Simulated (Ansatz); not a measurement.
**WC: a two-dimensional strain map**

Aim: for WC, strain the cell in the xy plane and along z independently.

Computed with Ansatz 0.2.0 (DFT r2SCAN, scalar-relativistic, plane waves, PAW, unless a step's input says otherwise).

1 further run of the same task is left out (set aside as unsound or not needed).

### Step 1. The system as given

The structure is cubic, space group Fm-3m (No. 225). Conventional cell: a = 4.365 Å, b = 4.365 Å, c = 4.365 Å, α = 90.00°, β = 90.00°, γ = 90.00°. W (site symmetry m-3m) has 6 C at 2.18 Å as nearest neighbours. C (site symmetry m-3m) has 6 W at 2.18 Å as nearest neighbours.

As a file:

```cif
data_structure
_symmetry_space_group_name_H-M 'P 1'
_symmetry_Int_Tables_number 1
_cell_length_a 3.0864
_cell_length_b 3.0864
_cell_length_c 3.0864
_cell_angle_alpha 60.000
_cell_angle_beta 60.000
_cell_angle_gamma 60.000
_cell_volume 20.79
loop_
_atom_site_label
_atom_site_type_symbol
_atom_site_fract_x
_atom_site_fract_y
_atom_site_fract_z
_atom_site_occupancy
W1 W 0.00000 0.00000 0.00000 1
C1 C 0.50000 0.50000 0.50000 1
```

It goes back to an entry of the Materials Project, which need not be the stable form.

It is the result of an earlier relaxation at this level (volume 10.39 Å³/atom; gap on the mesh: none (metal)).

### Step 2. Zero of energy

The reference gives a free energy of -10648.3418 eV, pressure 0.01 GPa, largest force 0.000 eV/Å and gap on the mesh none (metal). It was computed beforehand with the settings of the runs below.

### Step 3. Setting up a two-dimensional strain map

The cell is strained by p along both x and y and by q along z, with fractional coordinates fixed.

### Step 4. At p = -0.050, q = -0.050

File input.yaml:

```yaml
crystal:
  lattice:
    - [0.0, 2.0732947043, 2.0732947043]
    - [2.0732947043, 0.0, 2.0732947043]
    - [2.0732947043, 2.0732947043, 0.0]
  atoms:
    - { symbol: W, position: [0.0, 0.0, 0.0] }
    - { symbol: C, position: [0.5, 0.5, 0.5] }
basis:
  ecutwfc: 500
kpoints:
  mp_grid: { grid: [24, 24, 24] }
hamiltonian:
  xc: r2scan
scf:
  occupations: { method: gaussian, width: 0.15 }
output:
  forces: true
  stress: true
  eigenvalues: true
```

Started as:

```
$ ansatz run input.yaml --threads 2 --pin off --max-ram 5120MiB --backend cpu --events-out ev --progress --plain --runs-dir out
```

### Step 5. At p = -0.050, q = 0.000

input.yaml, as its differences from that of step 4:

```diff
@@ -2,4 +2,4 @@
   lattice:
-    - [0.0, 2.0732947043, 2.0732947043]
-    - [2.0732947043, 0.0, 2.0732947043]
+    - [0.0, 2.0732947043, 2.1824154782]
+    - [2.0732947043, 0.0, 2.1824154782]
     - [2.0732947043, 2.0732947043, 0.0]
```

### Step 6. p = -0.050, q = 0.050

input.yaml, as its differences from that of step 5:

```diff
@@ -2,4 +2,4 @@
   lattice:
-    - [0.0, 2.0732947043, 2.1824154782]
-    - [2.0732947043, 0.0, 2.1824154782]
+    - [0.0, 2.0732947043, 2.2915362521]
+    - [2.0732947043, 0.0, 2.2915362521]
     - [2.0732947043, 2.0732947043, 0.0]
```

### Step 7. Point p = 0.000, q = -0.050

input.yaml, as its differences from that of step 6:

```diff
@@ -2,5 +2,5 @@
   lattice:
-    - [0.0, 2.0732947043, 2.2915362521]
-    - [2.0732947043, 0.0, 2.2915362521]
-    - [2.0732947043, 2.0732947043, 0.0]
+    - [0.0, 2.1824154782, 2.0732947043]
+    - [2.1824154782, 0.0, 2.0732947043]
+    - [2.1824154782, 2.1824154782, 0.0]
   atoms:
```

### Step 8. Point p = 0.000, q = 0.050

input.yaml, as its differences from that of step 7:

```diff
@@ -2,4 +2,4 @@
   lattice:
-    - [0.0, 2.1824154782, 2.0732947043]
-    - [2.1824154782, 0.0, 2.0732947043]
+    - [0.0, 2.1824154782, 2.2915362521]
+    - [2.1824154782, 0.0, 2.2915362521]
     - [2.1824154782, 2.1824154782, 0.0]
```

### Step 9. p = 0.050, q = -0.050

input.yaml, as its differences from that of step 8:

```diff
@@ -2,5 +2,5 @@
   lattice:
-    - [0.0, 2.1824154782, 2.2915362521]
-    - [2.1824154782, 0.0, 2.2915362521]
-    - [2.1824154782, 2.1824154782, 0.0]
+    - [0.0, 2.2915362521, 2.0732947043]
+    - [2.2915362521, 0.0, 2.0732947043]
+    - [2.2915362521, 2.2915362521, 0.0]
   atoms:
@@ -20 +20,5 @@
   eigenvalues: true
+  write_density: true
+  write_potential: true
+  elf: true
+  volumetric_format: npy
```

### Step 10. p = 0.050, q = 0.000

File input.yaml:

```yaml
crystal:
  lattice:
    - [0.0, 2.2915362521, 2.1824154782]
    - [2.2915362521, 0.0, 2.1824154782]
    - [2.2915362521, 2.2915362521, 0.0]
  atoms:
    - { symbol: W, position: [0.0, 0.0, 0.0] }
    - { symbol: C, position: [0.5, 0.5, 0.5] }
basis:
  ecutwfc: 500
kpoints:
  mp_grid: { grid: [24, 24, 24] }
hamiltonian:
  xc: r2scan
scf:
  occupations: { method: gaussian, width: 0.15 }
output:
  forces: true
  stress: true
  eigenvalues: true
```

(Steps that only read results are left out.)

Before running it: what results should come out? Wanted: highest point; lowest point away from the origin.

The runs gave:

```
                         quantity                                        value
                    highest point  329.5 meV/atom at (p, q) = (-0.050, -0.050)
lowest point away from the origin              50.4 meV/atom at (0.000, 0.050)
```

In words: No computed point lies below the origin. The runs treat W without spin-orbit coupling.
